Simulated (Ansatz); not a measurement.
# TiC+ (quartet): the correlation ladder, def2-TZVPP

An exercise on one series of results from a longer session: the logs are not shown, and one member is left open.

Computed with Ansatz 0.2.0, Gaussian basis. Level: def2-TZVPP, core rule «outside noble gas», up to 10 orbitals frozen.

The runs, in order: UHF; ROHF; CCSD(T) on UHF.

**The geometry**

The geometry is a PBE0/def2-TZVP stationary point (not a proven minimum) of the parent state, kept for this charge and spin.

2 atoms, charge 1, spin multiplicity 4.

Atoms are counted from 1 here; the program's logs count them from 0.

Bond lengths: Ti1–C2 1.805 Å.

The first run:

Input file in.yaml:

```yaml
crystal:
  periodic: [false, false, false]
  atoms:
    - {symbol: Ti, position_ang: [0.000000, 0.000000, 0.000000]}
    - {symbol: C, position_ang: [0.000000, 0.000000, 1.805200]}
basis:
  gaussian: {orbitals: def2-TZVPP}
total_charge: 1
magnetization: {spin_polarized: true, initial_magnetization: 3}
hamiltonian: {xc: hf}
output: {orbitals: {seedname: orbitals}}
```

The run is started by

```sh
$ ansatz run in.yaml --threads 1 --pin off --events-out ev --progress --plain --max-ram 4096MiB --backend cpu
```

Steps of the session up to this table: UHF; ROHF; CCSD(T) on UHF.

One table of the session follows, with a row left open; its other results are not shown here.

```
  method  from UCCSD(T) (meV)
    ROHF              +6468.5
     UHF              +5254.4
    UMP2              +1775.5
   UCCSD                    ?
UCCSD(T)                    0
```

Estimate the missing values for UCCSD.

As computed: from UCCSD(T) (meV): +414.4. In the column «from UCCSD(T) (meV)» it lies between UCCSD(T) (0) and UMP2 (+1775.5).

Limits of these values: The determinant is far from a pure spin state, so its energy mixes those of several spin states (harmless only where they are near-degenerate, as at dissociation).
